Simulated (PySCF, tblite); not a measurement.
# C₆H₁₁BO₂: infrared bands, NMR shifts and electronic excitations at several levels of theory

How much do the infrared bands, NMR shifts and electronic excitations of C₆H₁₁BO₂ (`C=CC[C@@H]1CCOBO1`) depend on the level of theory, and what does each level cost?

Programs: tblite 0.8.0 and PySCF 2.14.0, with density-fitted response routines of our own. Each step states its level of theory. These are calculated values for one molecule, in the gas phase or a continuum, unless marked as measured. Atoms are numbered from 0 throughout.

## 1. The molecule as given

20 atoms, charge 0, multiplicity 1; geometry from: force field or distance geometry start.

Bonds of the start (Å): C0–C1 1.35, C1–C2 1.48, C2–C3 1.52, C3–C4 1.49, C4–C5 1.52, C5–O6 1.40, O6–B7 1.47, B7–O8 1.46, O8–C3 1.38, C0–H9 1.08, C0–H10 1.08, C1–H11 1.08, C2–H12 1.11, C2–H13 1.10, C3–H14 1.11, C4–H15 1.12, C4–H16 1.10, C5–H17 1.10, C5–H18 1.11, B7–H19 1.18.

## 2. Optimising the geometry with GFN2-xTB

What the job is given:

```
{"job": {"kind": "relax", "xc": "GFN2-xTB", "basis": "xTB"}, "charge": 0, "multiplicity": 1}
C      3.218800     0.225700     0.028900
C      1.984700     0.119000    -0.497500
C      0.914900     0.877600     0.179800
C     -0.197000    -0.019400     0.689600
C     -0.758500    -0.764800    -0.466600
C     -2.164800    -1.231800    -0.107300
O     -2.961400    -0.092000    -0.262500
B     -2.195100     1.026700     0.299600
O     -1.202600     0.693600     1.314800
H      4.055200    -0.309000    -0.403000
H      3.419000     0.843500     0.890400
H      1.826900    -0.524300    -1.356800
H      0.404000     1.598800    -0.492400
H      1.309200     1.423400     1.048400
H      0.227900    -0.739600     1.426000
H     -0.922700     0.004400    -1.265800
H     -0.121500    -1.566700    -0.861500
H     -2.512300    -2.082200    -0.718800
H     -2.192300    -1.548800     0.954300
H     -2.137500     2.076800    -0.228800
```

The run is started by

```bash
OMP_NUM_THREADS=1 python probes_run.py task.json out
```

The driver reads the jobs from task.json and runs them one after another.

Log:

```text
step      E/eV     max force
  0    -757.18835    2.886
  1    -757.49523    1.874
  2    -757.60062    1.064
  3    -757.67874    0.979
  4    -757.82717    1.291
  5    -757.93911    1.368
  6    -758.13948    1.002
  7    -758.22570    0.698
  8    -758.31933    0.697
  9    -758.38122    0.855
 10    -758.44664    0.747
 11    -758.51619    0.587
 12    -758.59200    0.641
 13    -758.65890    0.698
 14    -758.70484    0.472
 15    -758.73315    0.345
 16    -758.75439    0.271
 17    -758.77076    0.295
 18    -758.78245    0.259
 19    -758.79040    0.208
 20    -758.79588    0.227
 21    -758.80133    0.185
 22    -758.80785    0.172
 23    -758.81274    0.173
 24    -758.81913    0.168
 25    -758.82448    0.176
 26    -758.83027    0.163
 27    -758.83600    0.195
 28    -758.84126    0.150
 29    -758.84524    0.141
 30    -758.84856    0.135
 31    -758.85215    0.150
 32    -758.85634    0.158
 33    -758.86042    0.152
 34    -758.86382    0.157
 35    -758.86675    0.136
 36    -758.86975    0.127
 37    -758.87274    0.118
 38    -758.87531    0.115
 39    -758.87768    0.121
 40    -758.88014    0.106
 41    -758.88244    0.113
 42    -758.88422    0.087
 43    -758.88551    0.083
 44    -758.88672    0.076
 45    -758.88809    0.084
 46    -758.88952    0.075
 47    -758.89082    0.087
 48    -758.89203    0.098
 49    -758.89318    0.100
 50    -758.89434    0.084
 51    -758.89552    0.064
 52    -758.89642    0.066
 53    -758.89738    0.074
 54    -758.89830    0.059
 55    -758.89911    0.058
 56    -758.89989    0.062
 57    -758.90079    0.068
 58    -758.90179    0.086
 59    -758.90277    0.075
 60    -758.90369    0.065
 61    -758.90463    0.083
 62    -758.90555    0.076
 63    -758.90627    0.061
 64    -758.90673    0.050
 65    -758.90711    0.040
 66    -758.90766    0.056
 67    -758.90851    0.076
 68    -758.90963    0.096
 69    -758.91084    0.109
 70    -758.91200    0.107
 71    -758.91320    0.084
 72    -758.91449    0.078
 73    -758.91557    0.071
 74    -758.91630    0.062
 75    -758.91692    0.063
 76    -758.91770    0.066
 77    -758.91848    0.090
 78    -758.91923    0.049
 79    -758.91969    0.035
 80    -758.92010    0.043
 81    -758.92042    0.049
 82    -758.92099    0.045
 83    -758.92144    0.062
 84    -758.92182    0.045
 85    -758.92212    0.037
 86    -758.92243    0.036
 87    -758.92274    0.038
 88    -758.92309    0.041
 89    -758.92347    0.046
 90    -758.92384    0.054
 91    -758.92421    0.045
 92    -758.92465    0.049
 93    -758.92525    0.060
 94    -758.92595    0.076
 95    -758.92658    0.045
 96    -758.92702    0.046
 97    -758.92740    0.048
 98    -758.92776    0.047
 99    -758.92804    0.033
100    -758.92815    0.020
101    -758.92820    0.015
102    -758.92824    0.014
103    -758.92827    0.008
```

Run time: 1.2 s. Hardware: 1 thread of Arm Neoverse N1, shared host; peak memory 0.18 GiB.

Step by step: (not every step is listed)

```csv
step,energy from step 0 (eV),largest force (eV/Å)
0,0.0000,2.8856
1,-0.3069,1.8745
2,-0.4123,1.0644
3,-0.4904,0.9790
4,-0.6388,1.2908
5,-0.7508,1.3682
6,-0.9511,1.0024
7,-1.0373,0.6983
8,-1.1310,0.6973
17,-1.5824,0.2951
26,-1.6419,0.1628
35,-1.6784,0.1362
44,-1.6984,0.0758
53,-1.7090,0.0742
62,-1.7172,0.0755
71,-1.7248,0.0840
80,-1.7318,0.0430
89,-1.7351,0.0462
98,-1.7394,0.0473
99,-1.7397,0.0331
100,-1.7398,0.0198
101,-1.7398,0.0151
102,-1.7399,0.0137
103,-1.7399,0.0085
```

Distances of close pairs at the start and the end, largest changes first:

```csv
bond,before (Å),after (Å),change (Å)
O6–B7,1.468,1.352,-0.116
B7–O8,1.458,1.349,-0.109
C3–C4,1.486,1.531,+0.045
C3–O8,1.382,1.418,+0.036
C4–H15,1.121,1.093,-0.029
C0–C1,1.346,1.320,-0.026
C2–C3,1.517,1.539,+0.022
C1–C2,1.476,1.495,+0.019
```

The next job starts from the end point, and lists it.

## 3. Harmonic vibrations with GFN2-xTB

What the job is given:

```
{"job": {"kind": "ir", "xc": "GFN2-xTB", "basis": "xTB"}, "charge": 0, "multiplicity": 1}
C      3.306012     0.013576     0.330265
C      2.213046     0.052948    -0.408453
C      1.065347     0.977753    -0.157481
C     -0.178723     0.239323     0.366841
C     -0.789309    -0.705140    -0.672254
C     -2.117243    -1.245212    -0.143153
O     -2.979490    -0.203336     0.265329
B     -2.448287     0.966062     0.686527
O     -1.124956     1.218429     0.764295
H      4.114125    -0.666917     0.121483
H      3.440598     0.669837     1.174497
H      2.106331    -0.613128    -1.254574
H      0.793559     1.497981    -1.079142
H      1.341129     1.725394     0.587518
H      0.105378    -0.337008     1.261197
H     -0.975787    -0.143920    -1.590997
H     -0.110448    -1.529739    -0.884866
H     -2.642875    -1.812206    -0.919151
H     -1.940371    -1.908729     0.713621
H     -3.183184     1.814711     1.009427
```

Log:

```text
mode    cm-1     km/mol
  1      41.7      0.45
  2      54.8      0.99
  3     112.7      0.16
  4     202.9      0.40
  5     225.0      1.03
  6     327.5      3.68
  7     349.5      3.17
  8     383.2      5.59
  9     450.2      5.32
 10     498.9      6.77
 11     511.2      3.98
 12     643.5      7.00
 13     715.4     11.84
 14     775.8     87.45
 15     841.0      1.69
 16     883.3     14.10
 17     899.7     14.88
 18     906.6      2.30
 19     931.4      4.19
 20     965.2      4.58
 21     996.2      1.55
 22    1019.6      8.10
 23    1028.1      8.44
 24    1046.8      3.12
 25    1082.8      5.05
 26    1115.0     18.67
 27    1144.8      6.73
 28    1172.4     73.22
 29    1174.9    165.45
 30    1196.5     45.86
 31    1222.5      1.63
 32    1241.1    333.38
 33    1265.5      3.48
 34    1291.4     53.51
 35    1294.1      2.07
 36    1325.5     20.21
 37    1338.1      8.72
 38    1342.3    137.43
 39    1412.7      1.71
 40    1458.0      1.28
 41    1475.7      3.48
 42    1478.7      1.93
 43    1717.6     12.25
 44    2665.8    161.66
 45    2854.5     46.05
 46    2892.6     48.00
 47    2932.5     43.67
 48    2968.6     20.36
 49    2979.3     52.17
 50    2999.7     15.20
 51    3008.8     30.79
 52    3057.2     42.08
 53    3099.5     19.65
 54    3125.8     50.54
```

It took 1.2 s on 1 thread of Arm Neoverse N1, shared host; peak memory 0.18 GiB.

Which atoms move in the most intense modes:

```csv
cm⁻¹,km/mol,atoms
776,87.5,"H19 67 %, B7 30 %"
1172,73.2,"H15 15 %, H16 12 %"
1175,165.4,"O6 27 %, O8 21 %, C5 14 %, B7 14 %"
1241,333.4,"B7 31 %, H16 18 %"
1291,53.5,"H14 28 %, H15 13 %"
1342,137.4,"H18 24 %, H17 16 %, B7 13 %"
2666,161.7,H19 92 %
2979,52.2,H15 88 %
```

## 4. Relaxing the molecule at PBE0-D3(BJ)/def2-SVP

What the job is given:

```
{"job": {"xc": "PBE0", "basis": "def2-SVP", "d3": "d3bj", "grid": 1, "shake": 0.01, "kind": "geom"}, "charge": 0, "multiplicity": 1}
C      3.326420    -0.011980     0.334450
C      2.207370     0.048420    -0.410610
C      1.045150     0.975430    -0.166130
C     -0.145490     0.241580     0.363310
C     -0.792120    -0.711820    -0.682810
C     -2.121150    -1.240390    -0.145540
O     -2.969910    -0.205330     0.265570
B     -2.432830     0.971510     0.681470
O     -1.126780     1.223830     0.783650
H      4.111430    -0.669350     0.131510
H      3.431730     0.666920     1.183320
H      2.112130    -0.612210    -1.247870
H      0.765280     1.508190    -1.088740
H      1.324440     1.728160     0.594520
H      0.100930    -0.347770     1.261460
H     -0.976310    -0.129860    -1.583520
H     -0.108510    -1.518620    -0.886920
H     -2.652130    -1.806370    -0.913330
H     -1.942520    -1.916560     0.715910
H     -3.208120     1.821610     1.014340
```

Log:

```text
step   0  E = -409.85722809  max force = 0.044282
step   1  E = -409.86320006  max force = 0.009993
step   2  E = -409.86359960  max force = 0.002622
step   3  E = -409.86357946  max force = 0.003883
step   4  E = -409.86370596  max force = 0.000797
step   5  E = -409.86372607  max force = 0.000431
step   6  E = -409.86376183  max force = 0.000823
step   7  E = -409.86379451  max force = 0.000938
step   8  E = -409.86379704  max force = 0.000692
step   9  E = -409.86379899  max force = 0.000215
optimisation converged
```

It took 4.5 min on 1 thread of Arm Neoverse N1, shared host; peak memory 0.87 GiB.

Relaxation path:

```csv
step,energy from step 0 (eV),largest force component (eV/Å)
0,0.0000,2.2771
1,-0.1625,0.5139
2,-0.1734,0.1348
3,-0.1728,0.1997
4,-0.1763,0.0410
5,-0.1768,0.0222
6,-0.1778,0.0423
7,-0.1787,0.0482
8,-0.1788,0.0356
9,-0.1788,0.0111
```

Distances of close pairs at the start and the end, largest changes first:

```csv
bond,before (Å),after (Å),change (Å)
C0–H9,1.044,1.093,+0.049
C3–C4,1.556,1.520,-0.036
C3–O8,1.451,1.420,-0.031
C2–C3,1.495,1.525,+0.030
C1–H11,1.071,1.097,+0.027
B7–O8,1.334,1.359,+0.025
C4–H16,1.077,1.101,+0.024
C4–H15,1.088,1.104,+0.016
```

The final coordinates are the input of the step that follows.

```csv
at the end point,value
point group (found at 0.08 Å tolerance),C1
"rotational constants (GHz, main isotopes)","4.099, 0.910, 0.791"
dipole moment (D),2.94
```

## 5. Shielding tensors: PBE0/pcSseg-1

What the job is given:

```
{"job": {"kind": "nmr", "xc": "PBE0", "basis": "pcSseg-1"}, "charge": 0, "multiplicity": 1}
C      3.309118     0.174883     0.185333
C      2.175233     0.226345    -0.515167
C      0.988143     1.063089    -0.157075
C     -0.191508     0.255264     0.374510
C     -0.746975    -0.763256    -0.608033
C     -2.007065    -1.392939    -0.047308
O     -2.940459    -0.416586     0.361320
B     -2.516255     0.819644     0.729028
O     -1.204930     1.176721     0.747759
H      4.142004    -0.464395    -0.119039
H      3.448840     0.779008     1.088027
H      2.087760    -0.393040    -1.416842
H      0.634698     1.628331    -1.037239
H      1.255834     1.803046     0.612725
H      0.139439    -0.275727     1.287331
H     -0.975168    -0.256391    -1.562365
H      0.000340    -1.543191    -0.819159
H     -2.495827    -2.032468    -0.798785
H     -1.761278    -2.036774     0.816317
H     -3.340425     1.638037     1.051432
```

Method: GIAO PBE0/pcSseg-1 NMR shielding, non-relativistic, gas phase.

Log:

```text
coarse grid: 16600 points
cycle   1  E = -409.9036151489  dE =  1.233e+00  |g| = 7.921e-01  |ddm| = 3.879e+00
cycle   2  E = -409.8077808993  dE =  9.583e-02  |g| = 1.095e+00  |ddm| = 1.355e+00
cycle   3  E = -410.0215184722  dE = -2.137e-01  |g| = 9.627e-02  |ddm| = 8.348e-01
cycle   4  E = -410.0231686766  dE = -1.650e-03  |g| = 3.604e-02  |ddm| = 9.167e-02
cycle   5  E = -410.0234638022  dE = -2.951e-04  |g| = 1.063e-02  |ddm| = 3.692e-02
cycle   6  E = -410.0234847642  dE = -2.096e-05  |g| = 5.066e-03  |ddm| = 1.109e-02
cycle   7  E = -410.0234910809  dE = -6.317e-06  |g| = 3.600e-04  |ddm| = 3.745e-03
final grid: 159968 points
cycle   8  E = -410.0982013153  dE = -4.610e-05  |g| = 1.221e-02  |ddm| = 3.227e-02
cycle   9  E = -410.0981768453  dE =  2.447e-05  |g| = 1.699e-02  |ddm| = 1.897e-02
cycle  10  E = -410.0982309722  dE = -5.413e-05  |g| = 1.443e-03  |ddm| = 1.136e-02
cycle  11  E = -410.0982314331  dE = -4.609e-07  |g| = 2.442e-04  |ddm| = 1.327e-03
cycle  12  E = -410.0982314421  dE = -9.004e-09  |g| = 1.484e-04  |ddm| = 2.804e-04
cycle  13  E = -410.0982314474  dE = -5.232e-09  |g| = 3.254e-05  |ddm| = 1.326e-04
cycle  14  E = -410.0982314476  dE = -2.495e-10  |g| = 7.985e-06  |ddm| = 3.390e-05
converged SCF energy = -410.0982314476

GIAO shielding tensors (ppm)
atom      isotropic    diamagn.    paramagn.     s11        s22        s33       span
  0 C       57.007     253.231    -196.223    -58.591     76.671    152.942    211.533
  1 C       41.845     257.361    -215.516    -84.643     49.603    160.576    245.219
  2 C      138.851     246.329    -107.478    117.928    140.976    157.647     39.719
  3 C      111.127     248.420    -137.293     91.427    105.872    136.084     44.657
  4 C      150.547     254.527    -103.980    138.254    155.377    158.011     19.757
  5 C      121.698     246.341    -124.643    103.966    106.081    155.046     51.079
  6 O      204.058     392.689    -188.631     74.646    196.583    340.945    266.299
  7 B       77.096     197.780    -120.684     61.849     74.741     94.697     32.849
  8 O      176.117     395.360    -219.243     52.711    177.034    298.606    245.895
  9 H       25.808      28.028      -2.220     22.772     24.780     29.873      7.100
 10 H       25.719      30.279      -4.560     22.086     25.034     30.038      7.952
 11 H       25.311      31.951      -6.640     22.542     24.029     29.362      6.820
 12 H       29.275      31.051      -1.775     26.517     28.543     32.766      6.249
 13 H       28.712      31.820      -3.108     24.973     28.251     32.911      7.938
 14 H       27.712      33.975      -6.263     24.859     27.236     31.041      6.182
 15 H       29.891      33.431      -3.539     25.907     29.499     34.268      8.361
 16 H       29.586      33.636      -4.050     24.865     29.306     34.586      9.721
 17 H       27.261      28.399      -1.138     22.531     26.702     32.550     10.020
 18 H       27.341      30.290      -2.949     23.023     26.440     32.560      9.537
 19 H       27.152      28.755      -1.603     23.702     26.266     31.488      7.786
```

Run time: 69 s. Hardware: 1 thread of Arm Neoverse N1, shared host; peak memory 0.97 GiB.

The references, computed at this level on geometries of the same kind, shield at (ppm): 1H TMS 31.27, 13C TMS 184.4, 17O H2O 334.6, 11B BF3·OEt2 100.7. Their shielding less the atom's gives the shift. The references are single molecules in the gas phase, so shifts against H2O, NH3, PH3, H3PO4 or CFCl3 are not on the usual liquid scales and can be off by tens of ppm.

```csv
atoms,environment,σ (ppm),δ (ppm),δ scaled to CDCl3
C1,alkene CH,41.8,142.6,137.9
C0,terminal =CH2 carbon,57.0,127.4,123.2
C3,sp3 CH bonded to O,111.1,73.3,70.7
C5,sp3 CH2 bonded to O,121.7,62.7,60.4
C2,allylic sp3 CH2,138.9,45.6,43.7
C4,sp3 CH2 in a ring,150.5,33.9,32.4
H11,hydrogen on an alkene CH,25.31,5.96,5.86
H10,hydrogen on a terminal =CH2 carbon,25.72,5.55,5.47
H9,hydrogen on a terminal =CH2 carbon,25.81,5.46,5.39
H19,"hydrogen on a boron bonded to 2 O, in a 6-membered ring",27.15,4.11,–
H17,hydrogen on an sp3 CH2 bonded to O,27.26,4.01,4.01
H18,hydrogen on an sp3 CH2 bonded to O,27.34,3.93,3.94
H14,hydrogen on an sp3 CH bonded to O,27.71,3.55,3.59
H13,hydrogen on an allylic sp3 CH2,28.71,2.55,2.64
H12,hydrogen on an allylic sp3 CH2,29.28,1.99,2.10
H16,hydrogen on an sp3 CH2 in a ring,29.59,1.68,1.81
H15,hydrogen on an sp3 CH2 in a ring,29.89,1.38,1.52
O8,"oxygen bonded to C, B, in a 6-membered ring",176.1,158.4,–
O6,"oxygen bonded to C, B, in a 6-membered ring",204.1,130.5,–
B7,"boron bonded to 2 O, H, in a 6-membered ring",77.1,23.6,–
```

The scaled column applies a straight-line fit of computed shieldings to shifts measured in CDCl3 (root-mean-square error 0.21 ppm for H, 2.0 ppm for C).

Charges from the same density, by scheme (e):

```csv
atoms,Mulliken,IAO,Hirshfeld,ESP fit
C0,-0.15,-0.31,-0.10,-0.49
C1,-0.27,-0.14,-0.04,-0.05
C2,-0.13,-0.26,-0.07,-0.41
C3,0.04,0.10,0.05,0.59
C4,-0.29,-0.29,-0.08,-0.51
C5,0.10,-0.05,0.01,0.42
O6,-0.50,-0.40,-0.18,-0.61
B7,0.50,0.35,0.20,0.76
O8,-0.50,-0.41,-0.17,-0.67
```

Mayer bond orders: C0–C1 1.98, C1–C2 1.02, C2–C3 1.01, C3–C4 1.01, C4–C5 1.06, C5–O6 0.88, O6–B7 1.17, B7–O8 1.16, O8–C3 0.85.

Ring of atoms C3, C4, C5, O6, B7, O8: NICS(0) -1.4, NICS(1) -1.5, NICS(1)zz 1.2 ppm (means of both faces; NICS(1) differs between them: -2.5 and -0.5).

## 6. TDDFT and polarisability: CAM-B3LYP/def2-SVPD

Same as in step 5 but for these lines:

```diff
@@ -1,2 +1,2 @@
-{"job": {"kind": "nmr", "xc": "PBE0", "basis": "pcSseg-1"}, "charge": 0, "multiplicity": 1}
+{"job": {"kind": "uv", "xc": "CAM-B3LYP", "basis": "def2-SVPD", "ip": true}, "charge": 0, "multiplicity": 1}
 C      3.309118     0.174883     0.185333
```

Level: TDDFT CAM-B3LYP/def2-SVPD, vertical, gas phase, core orbitals frozen in the response.

Log:

```text
coarse grid: 16600 points
cycle   1  E = -409.9256026888  dE =  1.427e+00  |g| = 8.100e-01  |ddm| = 7.903e+00
cycle   2  E = -409.8815484390  dE =  4.405e-02  |g| = 9.946e-01  |ddm| = 2.584e+00
cycle   3  E = -410.0559090033  dE = -1.744e-01  |g| = 6.657e-02  |ddm| = 1.257e+00
cycle   4  E = -410.0567262322  dE = -8.172e-04  |g| = 3.177e-02  |ddm| = 1.884e-01
cycle   5  E = -410.0569728407  dE = -2.466e-04  |g| = 6.815e-03  |ddm| = 9.522e-02
cycle   6  E = -410.0569828417  dE = -1.000e-05  |g| = 2.623e-03  |ddm| = 1.643e-02
cycle   7  E = -410.0569844286  dE = -1.587e-06  |g| = 5.295e-04  |ddm| = 4.808e-03
final grid: 159968 points
cycle   8  E = -410.1491626906  dE = -5.336e-05  |g| = 3.338e-03  |ddm| = 1.212e-01
cycle   9  E = -410.1491637300  dE = -1.039e-06  |g| = 2.826e-03  |ddm| = 1.856e-02
cycle  10  E = -410.1491656720  dE = -1.942e-06  |g| = 3.339e-04  |ddm| = 5.499e-03
cycle  11  E = -410.1491656838  dE = -1.176e-08  |g| = 2.609e-04  |ddm| = 9.714e-04
cycle  12  E = -410.1491656966  dE = -1.283e-08  |g| = 2.916e-05  |ddm| = 4.705e-04
cycle  13  E = -410.1491656968  dE = -1.874e-10  |g| = 1.269e-05  |ddm| = 1.082e-04
converged SCF energy = -410.1491656968

Static polarisability (au): isotropic 90.287, principal 73.607 85.547 111.706

Singlet excitations
state   eV       nm        f      main configurations
  1   7.3228    169.3   0.38068   H->L 0.73, H->L+3 0.10, H->L+1 0.09
  2   7.4327    166.8   0.13898   H->L+1 0.49, H->L+3 0.32, H->L+4 0.11
  3   7.8262    158.4   0.01342   H->L+2 0.33, H-1->L 0.12, H-1->L+1 0.11
  4   7.8996    156.9   0.01316   H->L+4 0.25, H-1->L 0.15, H->L+5 0.15
  5   8.0170    154.7   0.00170   H-2->L+2 0.18, H-1->L 0.17, H-2->L+1 0.14
  6   8.0616    153.8   0.00122   H-5->L 0.28, H-5->L+1 0.23, H-3->L 0.10
  7   8.2356    150.5   0.00107   H-2->L 0.22, H-1->L+2 0.19, H->L+3 0.09
  8   8.3521    148.4   0.01082   H->L+4 0.17, H-2->L+2 0.13, H-1->L 0.12
  9   8.4050    147.5   0.05850   H-1->L+2 0.20, H-2->L 0.14, H->L+4 0.10
 10   8.4414    146.9   0.00206   H-2->L 0.33, H->L+6 0.16

Triplet excitations (Tamm-Dancoff, eV): 4.3425 7.1876 7.2609 7.5858
Vertical ionisation energy (delta-SCF) = 9.8698 eV
```

Wall time 18 min (1 thread of Arm Neoverse N1, shared host); peak memory 1.4 GiB.

Frontier orbitals and where they lie:

```csv
orbital,eV,atoms
HOMO−3,-10.64,"O6 22 %, C4 12 %, B7 10 %"
HOMO−2,-10.15,"O8 23 %, O6 21 %, C4 14 %"
HOMO−1,-9.89,"O6 32 %, O8 31 %, C5 7 %"
HOMO,-9.05,"C0 36 %, C1 32 %, C2 8 %"
LUMO,0.95,"C0 18 %, B7 18 %, C1 16 %"
LUMO+1,1.19,"C1 18 %, C0 17 %, B7 15 %"
LUMO+2,1.54,"O6 13 %, O8 13 %, B7 11 %"
```

With each of the 10 states as a Gaussian band of 0.4 eV half-width at 1/e, the curve within the window shown has maxima at 169 nm (ε 21,000), 149 nm (ε 3,300) L/(mol cm). Beyond the last state computed it falls off for lack of states. The curve at chosen wavelengths:

nm, ε (L/mol/cm) and a bar:
```
      142       1409 
      144       2187 #
      145       2548 ##
      147       3070 ###
      149       3253 ###
      150       3244 ###
      152       3193 ###
      154       3409 ###
      155       3740 ####
      157       5061 ######
      159       7414 #########
      160       8965 ############
      162      12584 #################
      164      16319 #######################
      166      19323 ############################
      167      20306 #############################
      169      20940 ##############################
      171      19770 ############################
      172      18611 ##########################
      174      15527 ######################
      176      12003 ################
      177      10271 ##############
      179       7145 #########
      181       4660 #####
      182       3678 ###
      184       2195 #
```

Further results of this job:

```csv
property,computed
dipole moment (D),2.94
polarisability (Å³),13.38
HOMO–LUMO gap (eV),10.00
−ε(HOMO) (eV),9.05
```

[end of part 1 of 2]
